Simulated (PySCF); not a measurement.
# HfNH: singlet, from a bent start

The task is one start of a wider search on HfNH: the singlet, from a bent start. It is relaxed, tested by its Hessian and followed downhill if it is a saddle.

Computed with PySCF 2.14.0. Level: PBE0, basis Hf def2-TZVP with ECP60, N def2-TZVP, H def2-TZVP, scalar-relativistic core potentials, no spin–orbit coupling, density fitting.

## Step 1: Starting geometry

3 atoms, charge 0, spin multiplicity 1.

Bond lengths: Hf1–N2 1.880 Å, Hf1–H3 1.840 Å. Angles: N2–Hf1–H3 110.0°.

```xyz
3
charge 0 multiplicity 1
Hf    0.0000    0.0000    0.0000
N    -1.5400    0.0000    1.0783
H     1.5072    0.0000    1.0554
```

## Step 2: The SCF at the typed geometry

The steps below are one call of a driver around PySCF. For each, scf.py gives the equivalent set-up of the SCF; relaxations use the driver's own optimiser. After this first run the driver tries any further starts and a stability analysis.

scf.py

```python
from pyscf import gto, scf, dft
mol = gto.M(atom='''
Hf     0.000000     0.000000     0.000000
N     -1.540000     0.000000     1.078300
H      1.507200     0.000000     1.055400''',
    basis={'Hf': 'def2-TZVP', 'N': 'def2-TZVP', 'H': 'def2-TZVP'},
    ecp={'Hf': 'def2-TZVP'},
    charge=0, spin=0)
mf = dft.RKS(mol, xc='PBE0')
mf.grids.atom_grid = (50, 194)
aux = {'Hf': 'def2-universal-JKFIT', 'N': 'def2-universal-JKFIT', 'H': 'def2-universal-JKFIT'}
mf = mf.density_fit(auxbasis=aux)
mf.conv_tol = 1e-08
mf.diis_space = 10
mf.max_cycle = 60
mf.init_guess = 'minao'
mf.verbose = 4
mf.kernel()
```

Started as:

```sh
$ OMP_NUM_THREADS=2 python axn.py task.json out
```

Further steps of the session: Bent start, singlet: relaxation; Frequencies.

Q: Predict the outcome of this session. Wanted: minimum; geometry; wavenumbers; dipole moment; highest occupied, lowest empty level; polar-tensor charge of Hf1; zero-point energy; atomisation energy.

As calculated:

```
                                 quantity                                      value
                                  minimum                                singlet, Cs
                                 geometry  Hf–H 1.869 Å, Hf–N 1.723 Å; H–Hf–N 101.6°
                       wavenumbers (cm⁻¹)              487 (a'), 996 (a'), 1632 (a')
                            dipole moment                                     6.93 D
     highest occupied, lowest empty level                            -5.95, -2.86 eV
               polar-tensor charge of Hf1                                    +1.07 e
                        zero-point energy                                18.6 kJ/mol
                      entropy at 298.15 K                            262.2 J/(mol K)
atomisation energy (no zero-point energy)                                 756 kJ/mol
```

**Reading.** The molecule stays Cs, as typed, and the end point is a minimum. The strongest infrared band lies at 1632 cm⁻¹ (a', stretch). With 6.9 D the molecule is strongly polar. Other starts or spin states, not run here, may lie lower. With an element this heavy the missing spin–orbit coupling can shift these numbers.
